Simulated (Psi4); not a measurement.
# UPBE0/def2-SVPD run of CH2GeN (SMILES N#[C][GeH2]), part 2 of 2

Psi4 1.11. Earlier steps stand in the parts before.

## 3. The distorted shape

Input file job.json:

```json
{
 "schema_name": "qcschema_input",
 "schema_version": 1,
 "molecule": {
  "schema_name": "qcschema_molecule",
  "schema_version": 2,
  "symbols": ["N", "C", "Ge", "H", "H"],
  "geometry": [4.27495734, -1.2464539, 2.40203088, 2.85331637, -0.31406303, 1.03613683, 0.67200551, 1.15482108, -1.44034925, -3.13486667, -0.94108361, -1.31506041, 0.50495372, 4.00263835, -0.92785553],
  "molecular_charge": 0,
  "molecular_multiplicity": 2,
  "fix_symmetry": "c1"
 },
 "driver": "gradient",
 "model": {
  "method": "pbe0",
  "basis": "def2-SVPD"
 },
 "keywords": {
  "reference": "uks",
  "puream": true,
  "e_convergence": 1e-09,
  "d_convergence": 1e-08,
  "scf_type": "pk",
  "dft_radial_points": 99,
  "dft_spherical_points": 590,
  "maxiter": 100,
  "scf_properties": ["MAYER_INDICES", "QUADRUPOLE", "MULLIKEN_CHARGES"]
 }
}
```

Started as:

```bash
$ psi4 --qcschema job.json -n 1 --memory 2200MB
```

stdout:

```text
Psi4 1.11 release

gradient() will perform analytic gradient computation.

   => Loading Basis Set <=

    Name: DEF2-SVPD
    Role: ORBITAL
    Keyword: BASIS

         ---------------------------------------------------------
                                   SCF
                              UKS Reference
                        1 Threads,   2098 MiB Core
         ---------------------------------------------------------

  ==> Geometry <==

    Molecular point group: c1
    Full point group: C1

    Geometry (in Bohr), charge = 0, multiplicity = 2:

       Center              X                  Y                   Z               Mass
    ------------   -----------------  -----------------  -----------------  -----------------
         N            2.890540791014    -1.905943482291     3.016739355467    14.003074004430
         C            1.468899821014    -0.973552612291     1.650845305467    12.000000000000
         GE          -0.712411038986     0.495331497709    -0.825640774533    73.921177761000
         H           -4.519283218986    -1.600573192291    -0.700351934533     1.007825032230
         H           -0.879462828986     3.343148767709    -0.313147054533     1.007825032230

  Running in c1 symmetry.

  Rotational constants: A =      2.46326  B =      0.12367  C =      0.11967 [cm^-1]
  Rotational constants: A =  73846.77440  B =   3707.65959  C =   3587.64951 [MHz]
  Nuclear repulsion =  133.537571411681768

  Charge       = 0
  Multiplicity = 2
  Electrons    = 47
  Nalpha       = 24
  Nbeta        = 23

  ==> Algorithm <==

  SCF Algorithm Type is PK.
  DIIS enabled.
  MOM disabled.
  Fractional occupation disabled.
  Guess Type is SAD.
  Energy threshold   = 1.00e-09
  Density threshold  = 1.00e-08
  Integral threshold = 1.00e-12

  ==> Primary Basis <==

  Basis Set: DEF2-SVPD
    Blend: DEF2-SVPD
    Number of shells: 38
    Number of basis functions: 94
    Number of Cartesian functions: 102
    Spherical Harmonics?: true
    Max angular momentum: 2

  ==> DFT Potential <==

   => LibXC <=

    Version 7.1.2

   => Composite Functional: PBE0 <=

    PBE0 Hyb-GGA Exchange-Correlation Functional

    Deriv               =              1
    GGA                 =           TRUE
    Meta                =          FALSE

    Exchange Hybrid     =           TRUE
    MP2 Hybrid          =          FALSE

   => Exchange Functionals <=

    0.7500   Perdew, Burke & Ernzerhof

   => Exact (HF) Exchange <=

    0.2500               HF

   => Correlation Functionals <=

    1.0000   Perdew, Burke & Ernzerhof

   => LibXC Density Thresholds  <==

    XC_HYB_GGA_XC_PBEH:  1.00E-15

   => Molecular Quadrature <=

    Radial Scheme          =       TREUTLER
    Pruning Scheme         =           NONE
    Nuclear Scheme         =       TREUTLER

    Blocking Scheme        =         OCTREE
    BS radius alpha        =              1
    Pruning alpha          =              1
    Radial Points          =             99
    Spherical Points       =            590
    Total Points           =         282101
    Total Blocks           =           2127
    Max Points             =            256
    Max Functions          =             93
    Weights Tolerance      =       1.00E-15

  ==> Integral Setup <==

  Using in-core PK algorithm.
   Calculation information:
      Number of atoms:                   5
      Number of AO shells:              38
      Number of primitives:             72
      Number of atomic orbitals:       102
      Number of basis functions:        94

      Integral cutoff                 1.00e-12
      Number of threads:                 1

  Performing in-core PK
  Using 19940690 doubles for integral storage.
  We computed 259066 shell quartets total.
  Whereas there are 274911 unique shell quartets.

  ==> DiskJK: Disk-Based J/K Matrices <==

    J tasked:                  Yes
    K tasked:                  Yes
    wK tasked:                  No
    Memory [MiB]:              951
    Schwarz Cutoff:          1E-12

  Cached 100.0% of DFT collocation blocks in 0.608 [GiB].

  Minimum eigenvalue in the overlap matrix is 3.7186596129E-04.
  Reciprocal condition number of the overlap matrix is 6.0908600673E-05.
    Using symmetric orthogonalization.

  ==> Pre-Iterations <==

  SCF Guess: Superposition of Atomic Densities via on-the-fly atomic UHF (no occupation information).

   -------------------------
    Irrep   Nso     Nmo
   -------------------------
     A         94      94
   -------------------------
    Total      94      94
   -------------------------

  ==> Iterations <==

                        Total Energy        Delta E     RMS |[F,P]|

   @UKS iter SAD: -2166.35507692062902   -2.16636e+03   0.00000e+00
   @UKS iter   1: -2168.67040816966255   -2.31533e+00   2.57589e-02 ADIIS/DIIS
   @UKS iter   2: -2166.18538615227590    2.48502e+00   5.07561e-02 ADIIS/DIIS
   @UKS iter   3: -2170.15773387708396   -3.97235e+00   4.49663e-03 ADIIS/DIIS
   @UKS iter   4: -2170.20059204850577   -4.28582e-02   1.65196e-03 ADIIS/DIIS
   @UKS iter   5: -2170.22337737276939   -2.27853e-02   5.51510e-04 ADIIS/DIIS
   @UKS iter   6: -2170.22422218071688   -8.44808e-04   3.18153e-04 ADIIS/DIIS
   @UKS iter   7: -2170.22498296456160   -7.60784e-04   6.74232e-05 DIIS
   @UKS iter   8: -2170.22512820894963   -1.45244e-04   4.67576e-05 DIIS
   @UKS iter   9: -2170.22529854034519   -1.70331e-04   3.27486e-05 DIIS
   @UKS iter  10: -2170.22539219192504   -9.36516e-05   1.70149e-05 DIIS
   @UKS iter  11: -2170.22542039460222   -2.82027e-05   4.43737e-06 DIIS
   @UKS iter  12: -2170.22542125390692   -8.59305e-07   1.96055e-06 DIIS
   @UKS iter  13: -2170.22542138517383   -1.31267e-07   8.98305e-07 DIIS
   @UKS iter  14: -2170.22542141328177   -2.81079e-08   3.88200e-07 DIIS
   @UKS iter  15: -2170.22542141820259   -4.92082e-09   1.84697e-07 DIIS
   @UKS iter  16: -2170.22542141931126   -1.10867e-09   9.61274e-08 DIIS
   @UKS iter  17: -2170.22542141953500   -2.23736e-10   2.88242e-08 DIIS
   @UKS iter  18: -2170.22542141955046   -1.54614e-11   2.20717e-08 DIIS
   @UKS iter  19: -2170.22542141955637   -5.91172e-12   6.25291e-09 DIIS
  Energy and wave function converged.

  ==> Post-Iterations <==

   Electrons on quadrature grid:
      Nalpha   =   23.9999999866 ; deviation = -1.338e-08
      Nbeta    =   22.9999999660 ; deviation = -3.396e-08
      Ntotal   =   46.9999999527 ; deviation = -4.734e-08

   @Spin Contamination Metric:   3.920098055E-02
   @S^2 Expected:                7.500000000E-01
   @S^2 Observed:                7.892009805E-01
   @S   Expected:                5.000000000E-01
   @S   Observed:                5.000000000E-01

    Orbital Energies [Eh]
    ---------------------

    Alpha Occupied:

       1A   -399.123773     2A    -49.963058     3A    -44.458700
       4A    -44.456901     5A    -44.456269     6A    -14.416882
       7A    -10.278678     8A     -6.345651     9A     -4.505765
      10A     -4.500852    11A     -4.498551    12A     -1.300070
      13A     -1.298130    14A     -1.296033    15A     -1.294904
      16A     -1.292658    17A     -0.940397    18A     -0.632396
      19A     -0.462972    20A     -0.396855    21A     -0.387917
      22A     -0.382619    23A     -0.341493    24A     -0.270830

    Alpha Virtual:

      25A     -0.108505    26A     -0.018456    27A      0.004688
      28A      0.020183    29A      0.037881    30A      0.055655
      31A      0.090077    32A      0.107925    33A      0.125721
      34A      0.131135    35A      0.142282    36A      0.180598
      37A      0.192118    38A      0.205292    39A      0.223854
      40A      0.226399    41A      0.240466    42A      0.262566
      43A      0.276999    44A      0.290369    45A      0.296241
      46A      0.331823    47A      0.367492    48A      0.382953
      49A      0.395329    50A      0.423424    51A      0.453323
      52A      0.469959    53A      0.473503    54A      0.505920
[... 9 lines of this table left out ...]
      82A      1.820266    83A      1.956813    84A      2.432097
      85A      2.433089    86A      2.441237    87A      2.494187
      88A      2.526564    89A      2.552722    90A      2.652738
      91A      2.799038    92A      2.907807    93A      2.917178
      94A      3.497872

    Beta Occupied:

       1A   -399.122740     2A    -49.962579     3A    -44.457760
       4A    -44.456434     5A    -44.455668     6A    -14.415301
       7A    -10.278886     8A     -6.343888     9A     -4.503111
      10A     -4.499813    11A     -4.497139    12A     -1.297687
      13A     -1.295939    14A     -1.293586    15A     -1.293274
      16A     -1.291107    17A     -0.937426    18A     -0.619582
      19A     -0.454974    20A     -0.391541    21A     -0.383468
      22A     -0.377783    23A     -0.310705

    Beta Virtual:

      24A     -0.153292    25A     -0.081117    26A     -0.012433
      27A      0.016168    28A      0.028888    29A      0.048612
      30A      0.068951    31A      0.097187    32A      0.117029
      33A      0.131490    34A      0.140504    35A      0.152378
      36A      0.192166    37A      0.206946    38A      0.221073
      39A      0.229223    40A      0.238368    41A      0.248737
      42A      0.269824    43A      0.283941    44A      0.296130
      45A      0.302282    46A      0.339777    47A      0.377518
      48A      0.386877    49A      0.412302    50A      0.426418
      51A      0.458321    52A      0.473532    53A      0.487040
[... 10 lines of this table left out ...]
      84A      2.437787    85A      2.439802    86A      2.449348
      87A      2.500529    88A      2.535512    89A      2.565790
      90A      2.658939    91A      2.802472    92A      2.909659
      93A      2.920285    94A      3.499815

    Final Occupation by Irrep:
              A
    DOCC [    23 ]
    SOCC [     1 ]
    NA   [    24 ]
    NB   [    23 ]

  @UKS Final Energy: -2170.22542141955637

   => Energetics <=

    Nuclear Repulsion Energy =            133.5375714116817676
    One-Electron Energy =               -3284.8172970012556107
    Two-Electron Energy =                1050.1642899429702993
    DFT Exchange-Correlation Energy =     -69.1099857729526121
    Empirical Dispersion Energy =           0.0000000000000000
    VV10 Nonlocal Energy =                  0.0000000000000000
    Total Energy =                      -2170.2254214195563691

  UHF NO Occupations:
  HONO-2 :   22  A 1.9992448
  HONO-1 :   23  A 1.9813199
  HONO-0 :   24  A 1.0000000
  LUNO+0 :   25  A 0.0186801
  LUNO+1 :   26  A 0.0007552
  LUNO+2 :   27  A 0.0002291
  LUNO+3 :   28  A 0.0000750

Computation Completed

Properties will be evaluated at   0.000000,   0.000000,   0.000000 [a0]

Properties computed using the SCF density matrix

 Multipole Moments:

 ------------------------------------------------------------------------------------
     Multipole            Electronic (a.u.)      Nuclear  (a.u.)        Total (a.u.)
 ------------------------------------------------------------------------------------

 L = 1.  Multiply by 2.5417464519 to convert [e a0] to [Debye]
 Dipole X            :         -1.4568201            0.8512852           -0.6055350
 Dipole Y            :          2.3703864           -1.5897365            0.7806499
 Dipole Z            :         -4.4422585            3.5882435           -0.8540150
 Magnitude           :                                                    1.3059205

 L = 2.  Multiply by 1.3450342976 to convert [e a0^2] to [Debye ang]
 Quadrupole XX       :       -134.0013670          108.8709019          -25.1304651
 Quadrupole XY       :         55.6447611          -54.1436388            1.5011224
 Quadrupole XZ       :       -101.0208672           97.8523646           -3.1685027
 Quadrupole YY       :        -75.6699890           52.7049556          -22.9650333
 Quadrupole YZ       :         64.2333604          -62.9040924            1.3292680
 Quadrupole ZZ       :       -127.5194566          102.4591557          -25.0603010
 Traceless XX        :        -21.6044295           20.8592308           -0.7451986
 Traceless YY        :         36.7269485          -35.3067154            1.4202331
 Traceless ZZ        :        -15.1225191           14.4474846           -0.6750345

 ------------------------------------------------------------------------------------
  Mulliken Charges: (a.u.)
   Center  Symbol    Alpha    Beta     Spin     Total
       1     N     3.58866  3.51691  0.07175 -0.10557
       2     C     3.01164  3.02358 -0.01194 -0.03522
       3    GE    16.19968 15.67361  0.52607  0.12670
       4     H     0.69227  0.32449  0.36778 -0.01676
       5     H     0.50775  0.46141  0.04634  0.03084

   Total alpha = 24.00000, Total beta = 23.00000, Total charge =  0.00000

  Mayer Bond Indices:

  Total Bond Index:
  Irrep: 1 Size: 5 x 5

                 1                   2                   3                   4                   5

    1     0.00000000000000     2.60445124768858     0.17198921159851     0.02442911520515     0.01087645333102
    2     2.60445124768858     0.00000000000000     0.83336653802645     0.01365025692511     0.00992493946418
    3     0.17198921159851     0.83336653802645     0.00000000000000     0.82254331420278     0.92643222189213
    4     0.02442911520515     0.01365025692511     0.82254331420278     0.00000000000000     0.02803961218409
    5     0.01087645333102     0.00992493946418     0.92643222189213     0.02803961218409     0.00000000000000

  Alpha Contribution:
  Irrep: 1 Size: 5 x 5

                 1                   2                   3                   4                   5

    1     0.00000000000000     1.30061503703371     0.07823462874365     0.01429309713941     0.00780087399302
    2     1.30061503703371     0.00000000000000     0.43259296925559     0.00392748813988     0.00573633049077
    3     0.07823462874365     0.43259296925559     0.00000000000000     0.42389274106368     0.46447176426000
    4     0.01429309713941     0.00392748813988     0.42389274106368     0.00000000000000     0.00426115791626
    5     0.00780087399302     0.00573633049077     0.46447176426000     0.00426115791626     0.00000000000000

  Beta Contribution:
  Irrep: 1 Size: 5 x 5

                 1                   2                   3                   4                   5

    1     0.00000000000000     1.30383621065487     0.09375458285486     0.01013601806573     0.00307557933800
    2     1.30383621065487     0.00000000000000     0.40077356877086     0.00972276878523     0.00418860897341
    3     0.09375458285486     0.40077356877086     0.00000000000000     0.39865057313910     0.46196045763213
    4     0.01013601806573     0.00972276878523     0.39865057313910     0.00000000000000     0.02377845426784
    5     0.00307557933800     0.00418860897341     0.46196045763213     0.02377845426784     0.00000000000000

  Atomic Valences:

 #  #
 Irrep: 1
      1:    2.811746027823255
      2:    3.461392982104321
      3:    2.754331285719870
      4:    0.888662298517134
      5:    0.975273226871419

	total time  =         28 seconds =       0.47 minutes

         ------------------------------------------------------------
                                   SCF GRAD
         ------------------------------------------------------------

  ==> Geometry <==

    Molecular point group: c1
    Full point group: C1

    Geometry (in Bohr), charge = 0, multiplicity = 2:

       Center              X                  Y                   Z               Mass
    ------------   -----------------  -----------------  -----------------  -----------------
         N            2.890540791014    -1.905943482291     3.016739355467    14.003074004430
         C            1.468899821014    -0.973552612291     1.650845305467    12.000000000000
         GE          -0.712411038986     0.495331497709    -0.825640774533    73.921177761000
         H           -4.519283218986    -1.600573192291    -0.700351934533     1.007825032230
         H           -0.879462828986     3.343148767709    -0.313147054533     1.007825032230

  Nuclear repulsion =  133.537571411681768

  ==> Basis Set <==

  Basis Set: DEF2-SVPD
    Blend: DEF2-SVPD
    Number of shells: 38
    Number of basis functions: 94
    Number of Cartesian functions: 102
    Spherical Harmonics?: true
    Max angular momentum: 2

  ==> DirectJKGrad: Integral-Direct SCF Gradients <==

    Gradient:                    1
    J tasked:                  Yes
    K tasked:                  Yes
    wK tasked:                  No
    Integrals threads:           1
    Schwarz Cutoff:          1E-12

  ==> DFT Potential <==

   => LibXC <=

    Version 7.1.2

   => Composite Functional: PBE0 <=

    PBE0 Hyb-GGA Exchange-Correlation Functional

    Deriv               =              1
    GGA                 =           TRUE
    Meta                =          FALSE

    Exchange Hybrid     =           TRUE
    MP2 Hybrid          =          FALSE

   => Exchange Functionals <=

    0.7500   Perdew, Burke & Ernzerhof

   => Exact (HF) Exchange <=

    0.2500               HF

   => Correlation Functionals <=

    1.0000   Perdew, Burke & Ernzerhof

   => LibXC Density Thresholds  <==

    XC_HYB_GGA_XC_PBEH:  1.00E-15

   => Molecular Quadrature <=

    Radial Scheme          =       TREUTLER
    Pruning Scheme         =           NONE
    Nuclear Scheme         =       TREUTLER

    Blocking Scheme        =         OCTREE
    BS radius alpha        =              1
    Pruning alpha          =              1
    Radial Points          =             99
    Spherical Points       =            590
    Total Points           =         282101
    Total Blocks           =           2127
    Max Points             =            256
    Max Functions          =             93
    Weights Tolerance      =       1.00E-15

  -Total Gradient:
     Atom            X                  Y                   Z
    ------   -----------------  -----------------  -----------------
       1       -0.012146978557     0.009056816904    -0.010833445063
       2        0.009978041108    -0.010168816214     0.004380462565
       3        0.045641641409     0.031226246120     0.012508936815
       4       -0.043632346557    -0.024983328253    -0.000307423526
       5        0.000159121183    -0.005130367141    -0.005748416140

	total time  =          9 seconds =       0.15 minutes

    Psi4 run time: 0:00:36.69
```

The result, in JSON:

```text
{
 "driver": "gradient",
 "model": {
  "method": "pbe0",
  "basis": "def2-SVPD"
 },
 "success": true,
 "return_result": [-0.01214697855676039, 0.009056816904038756, -0.010833445062517821, 0.009978041107829405, -0.010168816213846243, 0.004380462564941789, 0.045641641408747234, 0.03122624612004039, 0.012508936814726854, -0.04363234655653658, -0.024983328253001248, -0.00030742352592029134, 0.00015912118341618927, -0.005130367141285605, -0.005748416139966095],
 "properties": {
  "calcinfo_nbasis": 94,
  "calcinfo_nmo": 94,
  "calcinfo_nalpha": 24,
  "calcinfo_nbeta": 23,
  "calcinfo_natom": 5,
  "nuclear_repulsion_energy": 133.53757141168177,
  "return_energy": -2170.2254214195564,
  "return_gradient": [-0.01214697855676039, 0.009056816904038756, -0.010833445062517821, 0.009978041107829405, -0.010168816213846243, 0.004380462564941789, 0.045641641408747234, 0.03122624612004039, 0.012508936814726854, -0.04363234655653658, -0.024983328253001248, -0.00030742352592029134, 0.00015912118341618927, -0.005130367141285605, -0.005748416139966095],
  "scf_one_electron_energy": -3284.8172970012556,
  "scf_two_electron_energy": 1050.1642899429703,
  "scf_xc_energy": -69.10998577295261,
  "scf_dipole_moment": [-0.605534965626129, 0.7806498774542803, -0.854014967319888],
  "scf_total_energy": -2170.2254214195564,
  "scf_total_gradient": [-0.01214697855676039, 0.009056816904038756, -0.010833445062517821, 0.009978041107829405, -0.010168816213846243, 0.004380462564941789, 0.045641641408747234, 0.03122624612004039, 0.012508936814726854, -0.04363234655653658, -0.024983328253001248, -0.00030742352592029134, 0.00015912118341618927, -0.005130367141285605, -0.005748416139966095],
  "scf_iterations": 19
 }
}
```

It took 38 s on 1 thread of Intel Xeon Platinum 8259CL at 2.50GHz (Skylake/Cascade Lake), shared host; peak memory 1 GiB.

## 4. Summary of results

The summary covers parts 1 to 2.

Level: UPBE0/def2-SVPD.

| quantity | value |
| --- | --- |
| first shape: total energy | -2170.29413 Eh |
| first shape: dipole moment | 3.83 D |
| first shape: HOMO energy (highest over α and β) | -7.19 eV |
| first shape: LUMO energy (lowest over α and β) | -3.78 eV |
| first shape: ⟨S²⟩ | 0.754 |
| first shape: largest force on an atom | 0.886 eV/Å |
| distorted shape: total energy | -2170.22542 Eh |
| distorted shape: dipole moment | 3.32 D |
| distorted shape: HOMO energy (highest over α and β) | -7.37 eV |
| distorted shape: LUMO energy (lowest over α and β) | -4.17 eV |
| distorted shape: ⟨S²⟩ | 0.789 |
| distorted shape: largest force on an atom | 2.916 eV/Å |
| energy change with the Ge3–H4 bond stretched from 1.534 to 2.301 Å | 1.870 eV |

In words: With the Ge3–H4 bond stretched from 1.534 to 2.301 Å the energy rises by 1.87 eV (43 kcal/mol). The first shape isn't relaxed at this level, so the change isn't measured from a minimum. The largest force (first shape) is 0.89 eV/Å: the shape isn't a stationary point for this species at this level. Mulliken charges (first shape) run from -0.12 on N1 to +0.08 on Ge3; in a basis this large or diffuse they mean little.
